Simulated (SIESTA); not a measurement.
The system is BiTe (Tsumoite).

```xyz
12
Lattice="4.4230 0.0000 0.0000 -2.2115 3.8304 0.0000 0.0000 0.0000 24.0020" Properties=species:S:1:pos:R:3 pbc="T T T"
Bi    0.0000    2.5536   13.0211
Bi    2.2115    1.2768   10.9809
Bi    2.2115    1.2768   17.0222
Bi    0.0000    2.5536    6.9798
Bi    0.0000    0.0000   21.0210
Bi    0.0000    0.0000    2.9810
Te    0.0000    0.0000   15.1525
Te    0.0000    0.0000    8.8495
Te    0.0000    2.5536   18.8440
Te    2.2115    1.2768    5.1580
Te    2.2115    1.2768   22.6771
Te    0.0000    2.5536    1.3249
```

```yaml
Program: SIESTA 5.4.2
Task: single point
Functional: PBE
Potentials_or_basis: PseudoDojo 0.4 standard (PBE files)
Basis: DZP (energy shift 0.003 Ry; two zetas on semicore shells)
Grid_cutoff: 500 Ry
Energy_shift: 0.003 Ry
k_mesh: 7 × 7 × 2
Occupations: fermi-dirac, width 0.05 eV
Spin: no spin polarisation
```

On this cell: pressure 2.5 GPa; largest force 1.408 eV/Å; band gap on the k mesh none (metal or under the smearing width).

The same run follows on a disturbed copy (atoms moved at random, drawn with an rms of 0.05 Å):

```xyz
12
Lattice="4.4230 0.0000 0.0000 -2.2115 3.8304 0.0000 0.0000 0.0000 24.0020" Properties=species:S:1:pos:R:3 pbc="T T T"
Bi    0.0057    2.5350   12.9925
Bi    2.2786    1.2950   10.9664
Bi    2.2023    1.2364   17.0010
Bi   -0.0104    2.5272    6.9622
Bi   -0.0072    0.0588   21.0664
Bi   -0.0565    0.0289    2.9660
Te    0.0212   -0.0235   15.1500
Te    0.0089    0.0095    8.8801
Te    0.0450    2.5688   18.8686
Te    2.1826    1.2882    5.1943
Te    2.2158    1.2992   22.6722
Te   -0.0147    2.5664    1.3530
```

Problem. What changes?

Solution. The energy (extrapolated to zero smearing) moves by +9.4 meV/atom; pressure 2.7 GPa; largest force 1.400 eV/Å; band gap on the k mesh none (metal or under the smearing width).

Forces on the atoms (eV/Å):
```
Bi   0.081  0.052 -1.283
Bi  -0.123 -0.066  1.393
Bi   0.106  0.134 -0.527
Bi  -0.019  0.147  1.037
Bi   0.050 -0.149 -1.067
Bi   0.094 -0.069  0.969
Te  -0.027  0.008  0.389
Te  -0.028 -0.074 -0.695
Te  -0.120 -0.090  0.770
Te   0.099 -0.068 -1.070
Te  -0.017  0.117  0.769
Te  -0.095  0.058 -0.686
```

Stress tensor (GPa, compression positive):
```
 3.05 -0.02 -0.03
-0.02  2.97  0.02
-0.03  0.02  2.12
```

Caveats: spin-orbit coupling is left out, which moves the levels of the heavy elements; the basis of atomic orbitals isn't converged, which shifts pressures, moduli and gaps; forces of over 1 eV/Å show positions far from the minimum, so gaps and moduli don't describe the material at rest (some runs).
